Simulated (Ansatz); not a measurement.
# F3GeHO: the cost of one run

Method: RKS PBE/def2-SVP, in Ansatz 0.2.0.

## (1) The system as given

Bond lengths: Ge1–F2 1.680 Å, Ge1–F3 1.680 Å, Ge1–O4 1.769 Å, O4–H5 1.010 Å, Ge1–F6 1.679 Å. Angles: F2–Ge1–F3 109.4°, F2–Ge1–O4 109.5°, F2–Ge1–F6 109.5°, F3–Ge1–O4 109.5°, F3–Ge1–F6 109.5°, O4–Ge1–F6 109.5°, Ge1–O4–H5 109.5°.

As a file:

```xyz
6

Ge    0.0000    0.0000    0.0000
F     0.0000    0.0000    1.6800
F     1.5842    0.0000   -0.5594
O    -0.8337    1.4443   -0.5894
H    -1.7915    1.2136   -0.8118
F    -0.7913   -1.3709   -0.5594
```

## (2) Preparing the start

The input, input.yaml:

```yaml
crystal:
  periodic: [false, false, false]
  atoms:
    - { symbol: Ge, position_ang: [0.0, 0.0, 0.0] }
    - { symbol: F, position_ang: [0.0, 0.0, 1.68] }
    - { symbol: F, position_ang: [1.5842, 0.0, -0.5594] }
    - { symbol: O, position_ang: [-0.8337, 1.4443, -0.5894] }
    - { symbol: H, position_ang: [-1.7915, 1.2136, -0.8118] }
    - { symbol: F, position_ang: [-0.7913, -1.3709, -0.5594] }
basis:
  gaussian: { orbitals: def2-SVP }
hamiltonian:
  xc: pbe
relax:
  f_tol: 0.02
  max_steps: 40
```

On the command line:

```bash
> ansatz run input.yaml --threads 1 --pin off --max-ram 2048MiB --backend cpu --events-out ev --progress --plain --runs-dir out
```

Q: Estimate wall time and peak memory on 1 thread of Arm Neoverse V1, shared host.

About 17 s, with a peak of 0.13 GiB.
